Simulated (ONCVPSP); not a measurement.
**An ONCV potential for Mo, from input to tests**

Aim: build the potential from the settings below, then test how well it stands in for the atom: other configurations, scattering, ghost states and the plane-wave cutoff that it needs.

The numbers are computed with ONCVPSP 4.0.1 (PBEsol, scalar-relativistic, spin-unpolarised reference atom).

**1. The design**

Typed settings, in words:

- element: molybdenum (Mo, Z = 42)
- type: optimised norm-conserving Vanderbilt (ONCV)
- frozen core: [Ar] 3d10
- valence charge: 14
- reference configuration: 4s2 4p6 4d5 5s1
- partial waves: 4s+5s: rc 1.90 bohr, ncon 4, nbas 8, qcut 6.7 1/bohr, 3 projectors, debl 1.7 Ha; 4p: rc 1.50 bohr, ncon 3, nbas 6, qcut 9.1 1/bohr, 2 projectors, debl 3 Ha; 4d: rc 2.45 bohr, ncon 4, nbas 8, qcut 7.2 1/bohr, 2 projectors, debl 3.5 Ha
- local potential: polynomial inside 1.40 bohr (lpopt 1, dvloc0 0 Ha)
- core correction: Teter function, fcfact 3, rcfact 1.05

**2. Generation**

Contents of Mo.dat:

```
# ATOM AND REFERENCE CONFIGURATION
# atsym  z   nc   nv     iexc    psfile
  Mo 42.00    6    4  -116133      upf
#
#   n    l    f
    1    0    2.00
    2    0    2.00
    2    1    6.00
    3    0    2.00
    3    1    6.00
    3    2   10.00
    4    0    2.00
    4    1    6.00
    4    2    5.00
    5    0    1.00
#
# PSEUDOPOTENTIAL AND OPTIMIZATION
# lmax
    2
#
#   l,   rc,      ep,       ncon, nbas, qcut
    0    1.90    0.00    4    8    6.70
    1    1.50    0.00    3    6    9.10
    2    2.45    0.00    4    8    7.20
#
# LOCAL POTENTIAL
# lloc, lpopt,  rc(5),   dvloc0
    4    1    1.40    0.00
#
# VANDERBILT-KLEINMAN-BYLANDER PROJECTORs
# l, nproj, debl
    0    3    1.70
    1    2    3.00
    2    2    3.50
#
# MODEL CORE CHARGE
# icmod, fcfact, rcfact
    3    3.00    1.05
#
# LOG DERIVATIVE ANALYSIS
# epsh1, epsh2, depsh
   -4.00    5.00    0.02
#
# OUTPUT GRID
# rlmax, drl
    6.00    0.01
#
# TEST CONFIGURATIONS
# ncnf
    4
# nvcnf
#   n    l    f
    4
    4    0    2.00
    4    1    6.00
    4    2    5.00
    5    0    0.00
#
    4
    4    0    2.00
    4    1    6.00
    4    2    4.00
    5    0    0.00
#
    4
    4    0    2.00
    4    1    6.00
    4    2    3.00
    5    0    0.00
#
    5
    4    0    2.00
    4    1    6.00
    4    2    4.00
    5    0    1.00
    5    1    1.00
#
```

Launch:

```sh
$ oncvpsp.x < Mo.dat > Mo.out
```

What does the calculation give? Wanted: cutoffs for 1 and 0.1 mHa per electron, occupied waves; bound ghosts; GHOST(+) flags; largest test error; largest phase difference near zero energy, channels read; rms error of d²Exc/dn², without and with the model core.

**Answer**, as computed:

```
                                                quantity                         value
  cutoffs for 1 and 0.1 mHa per electron, occupied waves               26 Ha and 32 Ha
                                            bound ghosts                    none found
                                          GHOST(+) flags                   s at 408 eV
                            largest test error (AE − PS)  +23 meV, for 4s2 4p6 4d3 5s0
largest phase difference near zero energy, channels read                     0.000 rad
 rms error of d²Exc/dn², without and with the model core             3.18 and 1.20 mHa
```

By total energies transferability is good: the largest error is 23 meV on 49.1 eV, for 4s2 4p6 4d3 5s0. By its cutoff, 26 Ha for the looser tolerance, it is of middling hardness. At the looser tolerance the 4p wave is the slowest; 4d needs 16 Ha. No bound ghost shows below the valence levels. Near zero energy the phases of the channels with partial waves agree within 0.001 rad. The program also flags highly localised states, GHOST(+) (s).
